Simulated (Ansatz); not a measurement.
# BeNaH (singlet): from Hartree-Fock to the top rungs at distance Be1–H3 = 3.628 Å, cc-pVTZ

The task here is to estimate one member of a computed series from the others.

Method: cc-pVTZ, core rule «outside noble gas», up to 6 orbitals frozen; program: Ansatz 0.2.0, Gaussian basis.

Plan: UHF; CCSD(T) on RHF; CCSD(T) on UHF; BCCD(T) on RHF; CCSDT(Q) on RHF; CCSDT(Q) on UHF; Full CI.

34 further runs of the same task are left out: 22 for a known fault of the program, 10 that didn't finish, 2 set aside as unsound or not needed. Runs told in other sessions of the task aren't counted.

## The geometry

The geometry derives from a PBE0/def2-TZVP stationary point (not a proven minimum). One bond is set to the value named and the two fragments are kept rigid.

3 atoms, charge 0, spin multiplicity 1.

Atoms are counted from 1 here; the program's logs count them from 0.

No contacts short enough for the rule that draws bonds.

Coordinates:

```tsv
atom	x (Å)	y (Å)	z (Å)
Be1	0.0000	0.0000	-0.3169
Na2	0.0000	0.0000	-2.9943
H3	0.0000	0.0000	3.3111
```

The first run:

Input file in.yaml:

```yaml
crystal:
  periodic: [false, false, false]
  atoms:
    - {symbol: Be, position_ang: [0.000000, 0.000000, -0.316867]}
    - {symbol: Na, position_ang: [0.000000, 0.000000, -2.994267]}
    - {symbol: H, position_ang: [0.000000, 0.000000, 3.311133]}
basis:
  gaussian: {orbitals: cc-pVTZ}
magnetization: {spin_polarized: true, initial_magnetization: 0}
hamiltonian: {xc: hf}
output: {orbitals: {seedname: orbitals}}
```

Command:

```bash
$ ansatz run in.yaml --threads 1 --pin off --events-out ev --progress --plain --max-ram 2393MiB
```

Among the steps run: UHF; CCSD(T) on RHF; CCSD(T) on UHF; BCCD(T) on RHF; CCSDT(Q) on RHF; CCSDT(Q) on UHF; Full CI.

One table of the session follows, with a row left open; its other results are not shown here.

| method | from FCI (kJ/mol) |
| --- | --- |
| RHF | +294.3 |
| UHF | +147.1 |
| RMP2 | +127.7 |
| UMP2 | +68.9 |
| RCCSD | +22.5 |
| UCCSD | ? |
| RCCSD(T) | -4.5 |
| UCCSD(T) | +9.4 |
| BCCD(T) | +3.1 |
| RCCSDT | +0.7 |
| UCCSDT | +2.7 |
| RCCSDT(Q) | -0.9 |
| UCCSDT(Q) | +1.0 |
| FCI | 0 |

Q: Estimate the row for UCCSD from the others.

**Answer.** from FCI (kJ/mol): +13.6. In the column «from FCI (kJ/mol)» it lies between UCCSD(T) (+9.4) and RCCSD (+22.5).

To keep in mind: The determinant of HF (⟨S²⟩ 1.11) is far from a pure spin state, so its energy mixes those of several spin states; that is harmless only where they are near-degenerate. The determinant of CCSD(T) (⟨S²⟩ 1.11) is far from a pure spin state, so its energy mixes those of several spin states; high orders of coupled cluster remove much of that, low ones don't. The determinant of CCSDT(Q) (⟨S²⟩ 1.11) is far from a pure spin state, so its energy mixes those of several spin states; high orders of coupled cluster remove much of that, low ones don't. RCCSD(T), RCCSDT(Q) fall below full CI, which methods that aren't variational can do. Restricted and unrestricted rows rest on different reference determinants; a gap between their highest levels can come from leftover correlation error, from unlike frozen cores or from another state.
